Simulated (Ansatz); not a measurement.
# BFH2OS: one structure at several levels

The task here is to estimate one member of a computed series from the others.

The runs use Ansatz 0.2.0, Gaussian basis; single points in def2-TZVPP.

Correlated methods freeze the cores.

### Starting geometry

SMILES `OB(F)S`, 6 atoms, charge 0, spin multiplicity 1.

Atoms are counted from 1 here; the program's logs count them from 0.

Bond lengths: O1–B2 1.346 Å, O1–H5 0.906 Å, B2–F3 1.326 Å, B2–S4 1.804 Å, S4–H6 1.314 Å. Angles: B2–O1–H5 117.6°, O1–B2–F3 119.9°, O1–B2–S4 119.6°, F3–B2–S4 120.5°, B2–S4–H6 94.9°.

As a file:

```xyz
6
charge 0, multiplicity 1
O     1.2679    0.6552   -0.1950
B     0.1340   -0.0421    0.0040
F     0.1866   -1.3559    0.1721
S    -1.4537    0.8132   -0.0268
H     2.0516    0.2032   -0.1487
H    -2.1694   -0.2725    0.1597
```

The first run:

The input, run/in.yaml:

```yaml
crystal:
  periodic: [false, false, false]
  atoms:
    - {symbol: O, position_ang: [1.267900, 0.655200, -0.195000]}
    - {symbol: B, position_ang: [0.134000, -0.042100, 0.004000]}
    - {symbol: F, position_ang: [0.186600, -1.355900, 0.172100]}
    - {symbol: S, position_ang: [-1.453700, 0.813200, -0.026800]}
    - {symbol: H, position_ang: [2.051600, 0.203200, -0.148700]}
    - {symbol: H, position_ang: [-2.169400, -0.272500, 0.159700]}
basis:
  gaussian: {orbitals: def2-TZVPP}
correlation: {method: ccsd_t}
output: {forces: true}
```

No record of the launch command was kept for these runs.

Steps of the session up to this table: CCSD(T)/def2-TZVPP; PBE0-D4/def2-TZVPP; wB97M-V/def2-TZVPP; r2SCAN-D4/def2-TZVPP; PBE-D4/def2-TZVPP; B97M-V/def2-TZVPP; SPW92/def2-TZVPP.

One table of the session follows, with a row left open; its other results are not shown here.

```
   method  RMS force component (eV/Å)  angle to CCSD(T) forces (°)  dipole (D)
  CCSD(T)                       1.179                    reference        1.21
  PBE0-D4                       1.178                          5.7        1.24
  wB97M-V                       1.181                          3.7        1.25
r2SCAN-D4                       1.205                          3.4        1.28
   PBE-D4                       1.369                          6.5        1.23
   B97M-V                           ?                            ?           ?
    SPW92                       1.440                          9.5        1.24
```

Q: Estimate the row for B97M-V from the others.

As computed: RMS force component (eV/Å): 1.113; angle to CCSD(T) forces (°): 6.4; dipole (D): 1.23. In the column «RMS force component (eV/Å)» it is the lowest.
